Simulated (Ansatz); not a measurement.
# YbB2 (P6/mmm) in Ansatz: convergence with k mesh

Aim: find how far k mesh must go before the results for YbB2 settle, at r2SCAN. This setting moves, with any that are tied to it; all else stays.

Program: Ansatz 0.2.0. These are calculated values, not measurements. Logs are shortened: lines on timing, memory, paths and dates and some standing lists are left out, and cuts for length are marked.

### 1 The structure

Symmetry: P6/mmm, No. 191, hexagonal system. The conventional cell has a = 3.250 Å, b = 3.250 Å, c = 3.732 Å, α = 90.00°, β = 90.00°, γ = 120.00°. Yb (site symmetry 6/mmm) has 12 B at 2.65 Å as nearest neighbours. B (site symmetry -6m2) is surrounded by 3 B at 1.88 Å.

### 2 With k mesh 3 × 3 × 2

File input.yaml:

```yaml
crystal:
  lattice:
    - [3.2503, 0.0, 0.0]
    - [-1.62515, 2.8148423699, 0.0]
    - [0.0, 0.0, 3.7315]
  atoms:
    - { symbol: Yb, position: [0.0, 0.0, 0.0], spin: 1.0 }
    - { symbol: B, position: [0.6666666667, 0.3333333333, 0.5] }
    - { symbol: B, position: [0.3333333333, 0.6666666667, 0.5] }
hamiltonian:
  xc: r2scan
  pseudopotentials: { kind: paw, source: jth }
magnetization:
  spin_polarized: true
kpoints:
  mp_grid: { grid: [3, 3, 2] }
scf:
  occupations: { method: fermi_dirac, width: 0.05 }
output:
  forces: true
  stress: true
  eigenvalues: true
```

Potentials or basis: JTH PAW.

On the command line:

```bash
$ ansatz run input.yaml --threads 2 --pin off --max-ram 5632MiB --backend cpu --events-out ev --progress --plain --runs-dir out
```

Output:

```text
Warning: the checks of this Yb dataset prove no rule for summing its radial tables, as where they were carried onto another mesh than they were made on, and Gregory's rule is taken, under which a leading mesh point left out moves its sums only by what lay on the interval it spanned. That does not make them correct, and they differ from Quantum ESPRESSO's on this file; a re-export a fraction of a mesh step off can move them. hamiltonian.pseudopotentials.radial_quadrature: simpson_from_first_knot sums it by `pw.x`'s rule; on a PAW file no value gives `pw.x`'s numbers. What more to know: hamiltonian.pseudopotentials.radial_quadrature, in the input reference
Warning: the checks of this B dataset prove no rule for summing its radial tables, as where they were carried onto another mesh than they were made on, and Gregory's rule is taken, under which a leading mesh point left out moves its sums only by what lay on the interval it spanned. That does not make them correct, and they differ from Quantum ESPRESSO's on this file; a re-export a fraction of a mesh step off can move them. hamiltonian.pseudopotentials.radial_quadrature: simpson_from_first_knot sums it by `pw.x`'s rule; on a PAW file no value gives `pw.x`'s numbers. What more to know: hamiltonian.pseudopotentials.radial_quadrature, in the input reference
Warning: RAYON_NUM_THREADS=2 ignored (pool sized by the plan → 2); use --threads N
Engine: ansatz 0.2.0, aarch64-unknown-linux-gnu
Pseudopotentials: kind: paw
Pseudopotential: Yb, paw, valence charge 24, recommended cutoff 720 eV (normal), Yb.paw.azcp
Pseudopotential: B, paw, valence charge 3, recommended cutoff 630 eV (normal), B.paw.azcp
Functional definition: r2SCAN
  parameter k0 = 0.174
  parameter k1 = 0.065
  parameter a1 = 4.9479
  exchange = r2scan_x(k0 = k0, k1 = k1, a1 = a1)
  correlation = r2scan_c
Crystal: 3 atoms, lattice volume = 34.140 Å³
Basis set: ecut = 720 eV, 1499 PW (Γ), exchange–correlation on 120×120×144 points (64 copies of the dense FFT grid, shifted against one another)
Bands: 20, of which v1, the nominal top of the filled ones, is band 15 counted from 1 (14 counted from 0)
Symmetry: 24 space group operations
Space group: P6/mmm (ITA 191), of the structure as read, at distance tolerance 3.2e-5 Å
Magnetic group: BNS 191.233 (UNI 1463), of the structure as read, at distance tolerance 3.2e-5 Å
k-points: 6 of 18
Non-local potential: Yb, projectors of the file, l = 0: 2, l = 1: 2, l = 2: 2, l = 3: 2
Non-local potential: B, projectors of the file, l = 0: 2, l = 1: 2
PAW form: soft (Blöchl's): semilocal exchange-correlation on the pseudo side does not see the compensation charge
PAW frozen core: Yb, regenerated for the run's functional (the file was generated under x = pbe(κ = 0.804, μ = 0.2195149727645171), c = pbe(β = 0.06672455060314922))
PAW frozen core: B, regenerated for the run's functional (the file was generated under x = pbe(κ = 0.804, μ = 0.2195149727645171), c = pbe(β = 0.06672455060314922))
PAW one-centre angular grid: Yb, 2702 points (default); XC on 160 Gauss nodes
PAW one-centre angular grid: B, 302 points (default); XC on 160 Gauss nodes
Initial density: superposition of atomic densities (chi_scale 0.1, normalization cell)
Starting moments: Σ|m| = 1 μB on 1 of 3 sites
Initial wavefunctions: pseudopotential atomic-orbital guess
Functional: x = r2scan, c = r2scan; τ floored in thin density (d = 2e-4 eV/Å³)
SCF iter   1: F=—  HF=-14082.557662 eV  |F-HF|=—  |Δ(HF+E_count)|=         —  Δρ=7.04e-2 (↑7.04e-2 ↓6.92e-2)  dr2=5.96e0  dr2_τ=9.10e-2  dr2_m=3.03e-3  M=1.035 μB ∫|m|=1.045 μB  β_m=1.00  ethr=3.10e-3  ⟨swp⟩=5.6  Hψ=1255  notcnv=0
Mixer restart at iter 1: flushing history
preconditioner: auto → none  [metal: Δε(μ)=0.084 eV  Ē_g=12.317 eV  σ=0.050 eV  W_gap=0.40  n_scr=8 (ndim 8)  ℏωp=33.6 eV  f_vac=0.000  D(μ)=6.58/eV (n_scr^D=108)  sad-step TF]
SCF iter   2: F=—  HF=-14081.923086 eV  |F-HF|=—  |Δ(HF+E_count)|=   6.35e-1  Δρ=4.54e-2 (↑4.54e-2 ↓4.20e-2)  dr2=2.55e0  dr2_τ=2.50e-3  dr2_m=3.92e-3  M=0.970 μB ∫|m|=0.989 μB  β_m=1.00  ethr=3.10e-3  ⟨swp⟩=2.8  Hψ=570  notcnv=0  defer=2  κ⁻¹=1.0e0(r=1)
[... 21 lines left out ...]
SCF iter  24: F=—  HF=-14081.859412 eV  |F-HF|=—  |Δ(HF+E_count)|=   4.86e-7  Δρ=3.37e-6 (↑3.37e-6 ↓2.81e-6)  dr2=8.11e-10  dr2_τ=9.64e-11  dr2_m=2.33e-9  M=0.435 μB ∫|m|=0.486 μB  β_m=1.00  ethr=2.12e-11  ⟨swp⟩=3.1  Hψ=601  notcnv=0  defer=2  κ⁻¹=1.2e-5(r=8)
SCF iter  25: F=—  HF=-14081.859412 eV  |F-HF|=—  |Δ(HF+E_count)|=   7.31e-9  Δρ=3.38e-6 (↑1.38e-6 ↓3.38e-6)  dr2=1.94e-9  dr2_τ=1.65e-10  dr2_m=1.07e-9  M=0.435 μB ∫|m|=0.487 μB  β_m=1.00  ethr=2.70e-12  ⟨swp⟩=3.2  Hψ=607  notcnv=0  defer=2  κ⁻¹=1.9e-5(r=8)
iter 26 did not close the SCF: its close was put off for a magnetic moment that had not settled (scf_convergence_deferred on its scf_iter line)
SCF iter  26: F=-14081.859412 eV  HF=-14081.859412 eV  |F-HF|=2.19e-9  |Δ(HF+E_count)|=   8.64e-8  Δρ=2.03e-6 (↑1.62e-6 ↓2.03e-6)  dr2=1.51e-10  dr2_τ=6.30e-11  dr2_m=9.61e-10  M=0.435 μB ∫|m|=0.486 μB  β_m=1.00  ethr=2.70e-12  ⟨swp⟩=2.5  Hψ=1017  notcnv=0  κ⁻¹=9.9e-6(r=8)
SCF iter  27: F=—  HF=-14081.859412 eV  |F-HF|=—  |Δ(HF+E_count)|=   1.17e-8  Δρ=7.08e-6 (↑1.81e-6 ↓7.08e-6)  dr2=2.08e-8  dr2_τ=1.75e-11  dr2_m=4.90e-9  M=0.435 μB ∫|m|=0.486 μB  β_m=1.00  ethr=1.00e-12  ⟨swp⟩=1.1  Hψ=850  notcnv=0  κ⁻¹=6.7e-6(r=8)
iter 28 did not close the SCF: its close was put off for a magnetic moment that had not settled (scf_convergence_deferred on its scf_iter line)
SCF iter  28: F=-14081.859412 eV  HF=-14081.859412 eV  |F-HF|=1.54e-8  |Δ(HF+E_count)|=   1.24e-9  Δρ=3.77e-6 (↑8.78e-7 ↓3.77e-6)  dr2=6.66e-9  dr2_τ=5.19e-12  dr2_m=1.26e-9  M=0.435 μB ∫|m|=0.486 μB  β_m=1.00  ethr=1.00e-12  ⟨swp⟩=3.0  Hψ=538  notcnv=0  κ⁻¹=1.9e-6(r=8)
SCF iter  29: F=-14081.859412 eV  HF=-14081.859412 eV  |F-HF|=3.99e-9  |Δ(HF+E_count)|=  5.02e-10  Δρ=1.88e-6 (↑4.49e-7 ↓1.88e-6)  dr2=1.69e-9  dr2_τ=1.29e-12  dr2_m=3.15e-10  M=0.435 μB ∫|m|=0.486 μB  ethr=1.00e-12  ⟨swp⟩=1.0  Hψ=694  notcnv=0
SCF 1 converged in 29 iterations: F = -14081.859412 eV  dr2 = 1.69e-9
the search or the solves at the SCF's close seem to have found levels that the self-consistency loop had missed (the run counts 1). By its estimate they hold under 1e-12 electrons; where the run keeps them, the occupations were computed again with them
this state was not tested for a lower state beside it, because the mixer in use, unlike msr1, does not test its closes by its own steps (another_mixer; see scf.mixing.algorithm and scf.lower_state_search)
SCF converged after 29 iterations
Magnetization: 0.4349 μB (15.2174 up, 14.7826 down)
Absolute magnetization: 0.4920 μB (∫|ρ↑−ρ↓|, with the PAW one-centre terms)
Spin contamination: 0.0181 ħ² per cell (⟨S²⟩ above its minimum at these occupations)
Per-site moments (μB) at R_I (Å): [(0.40672152053463057, 1.0915677871833367), (0.006112607905929785, 0.7740816517253272), (0.006112607905929783, 0.7740816517253272)]
Free energy (F): -14081.859412 eV
Harris-Foulkes:  -14081.859412 eV  (|F-HF|=3.99e-9)
Internal energy: -14081.829897 eV  (E = F + TS)
E sigma→0 (E₀):  -14081.844655 eV
Entropy (-TS):   -0.029514 eV (-9.838 meV/atom)
Fermi energy:    17.555046 eV
--- Per-component energies (eV) ---
  E_band       = 222.243206
  E_kinetic    = 392.633390
  E_local      = -3085.012487  (includes V_loc(G=0)·N_el)
  E_nonlocal   = -2009.598381
  E_hartree    = 1634.815198
  E_xc         = -191.676052
  E_vxc        = -273.495613  (∫ρ·V_xc dr)
  E_paw        = -6604.310347  (= ΣΔE_a)
  E_vpaw       = 1912.261515  (= ΣTr[D̂ρ^β])
  E_aug_tail   = 0.000167  (compensation charges beyond the density's cutoff)
  E_vtau       = 15.827534  (kinetic-family band-sum trace: ∫τ·v_τ [+ j·A + Jᵃ·Aᵃ] dr)
  E_ewald      = -4219.273704
  E_core_change = 0.592317  (= ΣΔE_core)
  E_smearing   = -0.029514  (= −TS)
  E_closure    = 0.000000  (closes the sum)
  Σ components = -14081.859412   (vs F -14081.859412, Δ=0.00e0)
--- Forces (eV/Å), atoms counted from 1 ---
  atom   1  Yb    -0.00000000     0.00000000     0.00000000
  atom   2  B      0.00000000     0.00000000     0.00000000
  atom   3  B     -0.00000000    -0.00000000     0.00000000
  max |Σ_I F_I| component: 3.70e-17 eV/Å
--- Stress (GPa, compression-positive) ---
       -1.450147       0.000000      -0.000000
       -0.000000      -1.450147       0.000000
       -0.000000       0.000000      17.488864
  P = ⅓ Tr σ = 4.8629 GPa (48.629 kbar)
--- Band table (eV; the first three rows and the last of 12) ---
  k-point 0 ↑: bands = ["-35.5943", "-7.1049", "-6.7503", "-6.7503", "5.3786", "15.4831", "16.2548", "16.4978", "16.4978", "16.5998", "16.6323", "16.6323", "16.6574", "16.6574", "17.0829", "17.2672", "23.7423", "24.3824", "24.3824", "24.3934"]
  k-point 1 ↑: bands = ["-35.5881", "-7.4133", "-6.7313", "-6.7313", "7.4108", "11.3815", "16.1270", "16.1270", "16.2590", "16.3523", "16.6000", "16.7223", "16.7223", "18.2829", "18.2829", "20.6556", "20.6556", "21.4941", "21.4941", "22.1065"]
  k-point 2 ↑: bands = ["-35.5463", "-7.4650", "-6.9636", "-6.9077", "7.4917", "12.2259", "15.2256", "15.5370", "16.3762", "16.4227", "16.4829", "16.5639", "16.6213", "16.6797", "17.1423", "17.9119", "22.0188", "22.9056", "23.6036", "24.9882"]
  k-point 5 ↓: bands = ["-35.3033", "-7.2371", "-7.2371", "-6.9532", "9.8294", "9.8294", "13.7808", "16.5736", "16.6047", "16.6047", "16.7881", "16.7881", "17.1011", "17.1011", "17.1376", "17.4086", "24.6568", "26.2622", "26.8121", "26.8121"]
```

Run time: 6.1 s. Hardware: 2 threads of Arm Neoverse V2, shared host; peak memory 0.44 GiB.

Results:

| Property | Result |
| --- | --- |
| Free energy | -14081.8594 eV |
| Pressure | 4.9 GPa |
| Band gap on the k mesh | none (metal or under the smearing width) |
| Net moment | 0.43 μB per cell |
| Absolute moment | 0.49 μB per cell |
| Site moments | Yb +0.41; B +0.01 μB |

### 3 With k mesh 4 × 4 × 3

Changes to input.yaml since step 2:

```diff
@@ -15,3 +15,3 @@
 kpoints:
-  mp_grid: { grid: [3, 3, 2] }
+  mp_grid: { grid: [4, 4, 3] }
 scf:
```

Potentials or basis: JTH PAW.

On the command line:

```bash
$ ansatz run input.yaml --threads 2 --pin off --max-ram 5632MiB --backend cpu --events-out ev --progress --plain --runs-dir out
```

Run time: 22 s. Hardware: 2 threads of Arm Neoverse V2, shared host; peak memory 0.45 GiB.

Results:

| Property | Result |
| --- | --- |
| Free energy | -14082.1690 eV |
| Pressure | 5.6 GPa |
| Largest force | 0.062 eV/Å |
| Band gap on the k mesh | none (metal or under the smearing width) |
| Net moment | 0.73 μB per cell |
| Absolute moment | 0.74 μB per cell |
| Site moments | Yb +0.65; B +0.00 μB |

### 4 With k mesh 5 × 5 × 4

Changes to input.yaml since step 3:

```diff
@@ -15,3 +15,3 @@
 kpoints:
-  mp_grid: { grid: [4, 4, 3] }
+  mp_grid: { grid: [5, 5, 4] }
 scf:
```

On the command line:

```bash
$ ansatz run input.yaml --threads 2 --pin off --max-ram 5632MiB --backend cpu --events-out ev --progress --plain --runs-dir out
```

Wall time 31 s (2 threads of Arm Neoverse V2, shared host); peak memory 0.48 GiB.

What came out:

```yaml
Free_energy: -14082.1848 eV
Pressure: 5.8 GPa
Largest_force: 0.042 eV/Å
Band_gap_on_the_k_mesh: none (metal or under the smearing width)
Net_moment: 0.65 μB per cell
Absolute_moment: 0.67 μB per cell
Site_moments: Yb +0.64; B +0.00 μB
```

### 5 With k mesh 7 × 7 × 5

Changes to input.yaml since step 4:

```diff
@@ -15,3 +15,3 @@
 kpoints:
-  mp_grid: { grid: [5, 5, 4] }
+  mp_grid: { grid: [7, 7, 5] }
 scf:
```

On the command line:

```bash
$ ansatz run input.yaml --threads 2 --pin off --max-ram 5632MiB --backend cpu --events-out ev --progress --plain --runs-dir out
```

It took 52 s on 2 threads of Arm Neoverse V2, shared host; peak memory 0.56 GiB.

What came out:

```
Free energy            : -14082.1951 eV
Pressure               : 6.0 GPa
Largest force          : 0.038 eV/Å
Band gap on the k mesh : none (metal or under the smearing width)
Net moment             : 0.66 μB per cell
Absolute moment        : 0.67 μB per cell
Site moments           : Yb +0.61; B +0.01 μB
```

### 6 With k mesh 8 × 8 × 7

Changes to input.yaml since step 5:

```diff
@@ -15,3 +15,3 @@
 kpoints:
-  mp_grid: { grid: [7, 7, 5] }
+  mp_grid: { grid: [8, 8, 7] }
 scf:
```

Potentials or basis: JTH PAW.

On the command line:

```bash
$ ansatz run input.yaml --threads 2 --pin off --max-ram 5632MiB --backend cpu --events-out ev --progress --plain --runs-dir out
```

It took 69 s on 2 threads of Arm Neoverse V2, shared host; peak memory 0.71 GiB.

It converged, with:

| Property | Result |
| --- | --- |
| Free energy | -14082.2123 eV |
| Pressure | 6.1 GPa |
| Largest force | 0.041 eV/Å |
| Band gap on the k mesh | none (metal or under the smearing width) |
| Net moment | 0.55 μB per cell |
| Absolute moment | 0.62 μB per cell |
| Site moments | Yb +0.56; B +0.00 μB |

### 7 With k mesh 11 × 11 × 8

Changes to input.yaml since step 6:

```diff
@@ -15,3 +15,3 @@
 kpoints:
-  mp_grid: { grid: [8, 8, 7] }
+  mp_grid: { grid: [11, 11, 8] }
 scf:
```

On the command line:

```bash
$ ansatz run input.yaml --threads 2 --pin off --max-ram 5632MiB --backend cpu --events-out ev --progress --plain --runs-dir out
```

Run time: 2.2 min. Hardware: 2 threads of Arm Neoverse V2, shared host; peak memory 1 GiB.

The run converged. Its results:

```
Free energy            : -14082.2144 eV
Pressure               : 6.0 GPa
Largest force          : 0.043 eV/Å
Band gap on the k mesh : none (metal or under the smearing width)
Net moment             : 0.57 μB per cell
Absolute moment        : 0.61 μB per cell
Site moments           : Yb +0.57; B +0.00 μB
```

### 8 With k mesh 13 × 13 × 10

Changes to input.yaml since step 7:

```diff
@@ -15,3 +15,3 @@
 kpoints:
-  mp_grid: { grid: [11, 11, 8] }
+  mp_grid: { grid: [13, 13, 10] }
 scf:
```

On the command line:

```bash
$ ansatz run input.yaml --threads 2 --pin off --max-ram 5632MiB --backend cpu --events-out ev --progress --plain --runs-dir out
```

Run time: 3.7 min. Hardware: 2 threads of Arm Neoverse V2, shared host; peak memory 1.4 GiB.

It converged, with:

```
Free energy            : -14082.2138 eV
Pressure               : 6.1 GPa
Largest force          : 0.040 eV/Å
Band gap on the k mesh : none (metal or under the smearing width)
Net moment             : 0.53 μB per cell
Absolute moment        : 0.59 μB per cell
Site moments           : Yb +0.55; B +0.00 μB
```

### 9 With k mesh 15 × 15 × 12

Changes to input.yaml since step 8:

```diff
@@ -15,3 +15,3 @@
 kpoints:
-  mp_grid: { grid: [13, 13, 10] }
+  mp_grid: { grid: [15, 15, 12] }
 scf:
```

Potentials or basis: JTH PAW.

On the command line:

```bash
$ ansatz run input.yaml --threads 2 --pin off --max-ram 5632MiB --backend cpu --events-out ev --progress --plain --runs-dir out
```

Run time: 6 min. Hardware: 2 threads of Arm Neoverse V2, shared host; peak memory 1.9 GiB.

The run converged. Its results:

- Free energy: -14082.2144 eV
- Pressure: 6.1 GPa
- Largest force: 0.039 eV/Å
- Band gap on the k mesh: none (metal or under the smearing width)
- Net moment: 0.53 μB per cell
- Absolute moment: 0.60 μB per cell
- Site moments: Yb +0.55; B +0.00 μB

### 10 Result

| k mesh | energy less the tightest run, at zero smearing (meV/atom) | pressure (GPa) | largest force (eV/Å) | absolute moment (μB) | SCF cycles | CPU time (s) | peak memory (GiB) |
| --- | --- | --- | --- | --- | --- | --- | --- |
| 3 × 3 × 2 | 118.29 | 4.86 | 0.000 | 0.49 | 29 | 12 | 0.44 |
| 4 × 4 × 3 | 13.95 | 5.55 | 0.062 | 0.74 | 45 | 43 | 0.45 |
| 5 × 5 × 4 | 9.24 | 5.82 | 0.042 | 0.67 | 45 | 61 | 0.48 |
| 7 × 7 × 5 | 6.84 | 6.04 | 0.038 | 0.67 | 52 | 100 | 0.56 |
| 8 × 8 × 7 | 0.53 | 6.11 | 0.041 | 0.62 | 35 | 140 | 0.71 |
| 11 × 11 × 8 | -0.12 | 6.01 | 0.043 | 0.61 | 38 | 260 | 1 |
| 13 × 13 × 10 | 0.23 | 6.06 | 0.040 | 0.59 | 37 | 440 | 1.4 |
| 15 × 15 × 12 | 0.00 | 6.09 | 0.039 | 0.60 | 52 | 710 | 1.9 |

Against the tightest run, the energy stays within 1 meV/atom from 8 × 8 × 7 on; the pressure stays within 0.1 GPa from 7 × 7 × 5 on; the largest force stays within 0.005 eV/Å from 5 × 5 × 4 on; the absolute moment stays within 0.02 μB from 8 × 8 × 7 on. Meshes of other sizes hit other points, so gaps and Fermi surfaces needn't settle smoothly. The tightest run that finished is the yardstick and may itself not be fully converged.

Caveats: the magnetic or orbital state may not be the lowest; spin-orbit coupling is left out, which moves the levels of the heavy elements; without U or exact exchange the open f shell lies at the Fermi level, which spoils levels, moments and volumes.
